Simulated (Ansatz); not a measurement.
# C3H9AlSe3: up Jacob's ladder to CCSD(T)

An exercise on one series of results from a longer session: the logs are not shown, and one member is left open.

The runs use Ansatz 0.2.0, Gaussian basis; functionals in def2-TZVPP, the program's frozen cores in correlated methods.

Plan: LDA (SPW92), PBE-D4, revPBE-D4, BLYP-D4, r2SCAN-D4, B97M-V, PBE0-D4, B3LYP-D4, r2SCANh-D4, r2SCAN0-D4, HSE06-D4, BHLYP-D4, CAM-B3LYP-D4, LC-ωPBE, ωB97X-V, ωB97M-V, B2PLYP, PBE-QIDH; CCSD(T)/def2-SVP; CCSD(T)/def2-TZVPP; MP2/def2-QZVPP; extrapolation to the limit; RPA on PBE.

## The geometry

All runs share one geometry, relaxed beforehand with PBE0-D4 in a triple-zeta def2 set.

16 atoms, charge 0, spin multiplicity 1.

Atoms are counted from 1 here; the program's logs count them from 0.

Bond lengths: C1–Se2 1.966 Å, C1–H8 1.087 Å, C1–H9 1.087 Å, C1–H10 1.088 Å, Se2–Al3 2.309 Å, Al3–Se4 2.309 Å, Al3–Se6 2.309 Å, Se4–C5 1.966 Å, C5–H11 1.087 Å, C5–H12 1.088 Å, C5–H13 1.087 Å, Se6–C7 1.966 Å, C7–H14 1.087 Å, C7–H15 1.088 Å, C7–H16 1.087 Å. Angles: Se2–C1–H8 110.4°, Se2–C1–H9 110.3°, Se2–C1–H10 106.1°, H8–C1–H9 110.6°, H8–C1–H10 109.7°, H9–C1–H10 109.7°, C1–Se2–Al3 97.6°, Se2–Al3–Se4 120.0°, Se2–Al3–Se6 120.0°, Se4–Al3–Se6 120.0°, Al3–Se4–C5 97.6°, Se4–C5–H11 110.4°, Se4–C5–H12 106.1°, Se4–C5–H13 110.3°, H11–C5–H12 109.7°, H11–C5–H13 110.6°, H12–C5–H13 109.7°, Al3–Se6–C7 97.6° and more.

Set-up of the first run:

Input file in.yaml:

```yaml
crystal:
  periodic: [false, false, false]
  atoms:
    - {symbol: C, position_ang: [2.108505, -0.181617, 2.435412]}
    - {symbol: Se, position_ang: [0.368907, 0.695730, 2.172343]}
    - {symbol: Al, position_ang: [0.000178, 0.000836, 0.001746]}
    - {symbol: Se, position_ang: [1.559170, -1.325179, -1.066787]}
    - {symbol: C, position_ang: [0.613908, -1.508843, -2.780765]}
    - {symbol: Se, position_ang: [-1.928098, 0.631376, -1.100359]}
    - {symbol: C, position_ang: [-2.727372, 1.685263, 0.354088]}
    - {symbol: H, position_ang: [2.009312, -1.258925, 2.326350]}
    - {symbol: H, position_ang: [2.838822, 0.208010, 1.730312]}
    - {symbol: H, position_ang: [2.416575, 0.056919, 3.451505]}
    - {symbol: H, position_ang: [-0.348297, -1.993004, -2.632163]}
    - {symbol: H, position_ang: [1.245581, -2.134113, -3.408681]}
    - {symbol: H, position_ang: [0.483564, -0.535144, -3.246866]}
    - {symbol: H, position_ang: [-2.085403, 2.524897, 0.609454]}
    - {symbol: H, position_ang: [-3.678083, 2.053290, -0.026633]}
    - {symbol: H, position_ang: [-2.900170, 1.057907, 1.225246]}
basis:
  gaussian: {orbitals: def2-TZVPP}
hamiltonian: {xc: lda}
output: {orbitals: {seedname: orbitals}}
```

On the command line:

```
$ ansatz run in.yaml --threads 4 --pin off --events-out ev --progress --plain --max-ram 66560MiB --backend cuda --devices 0, --max-vram 37GiB
```

Steps of the session up to this table: LDA; PBE-D4 (GGA); revPBE-D4 (GGA); BLYP-D4 (GGA); r2SCAN-D4 (meta-GGA); B97M-V (meta-GGA); B3LYP-D4 (hybrid); r2SCANh-D4 (hybrid); r2SCAN0-D4 (hybrid); HSE06-D4 (hybrid); BHLYP-D4 (hybrid); CAM-B3LYP-D4 (range-separated); LC-ωPBE (range-separated); ωB97X-V (range-separated); ωB97M-V (range-separated); B2PLYP (double hybrid); PBE-QIDH (double hybrid).

One of the session's tables, all rows but one given; the rest of the session is left out.

It belongs to the step «Orbital energies across the functionals». 

```
  functional  HOMO (eV)  gap (eV)
 LDA (SPW92)      -5.69      4.14
      PBE-D4      -5.55      4.22
   revPBE-D4      -5.49      4.26
     BLYP-D4      -5.37      4.20
   r2SCAN-D4      -5.81      4.69
      B97M-V      -5.86      4.76
     PBE0-D4      -6.65      6.01
    B3LYP-D4      -6.41      5.64
  r2SCANh-D4      -6.22      5.34
  r2SCAN0-D4      -6.83      6.30
    HSE06-D4      -6.26      5.25
    BHLYP-D4          ?         ?
CAM-B3LYP-D4      -7.90      8.23
     LC-ωPBE      -9.27     10.52
     ωB97X-V      -8.92     10.11
     ωB97M-V      -8.78      9.77
```

Estimate the missing values for BHLYP-D4.

Worked estimate for «HOMO (eV)». Against the share of exact exchange, BLYP-D4 (0, -5.37), B3LYP-D4 (0.2, -6.41) give a slope of -5.20 per unit share; at 0.5 the line stands at -7.97.

As computed: HOMO (eV): -7.60; gap (eV): 7.78. In «HOMO (eV)» the line misses by -0.37.
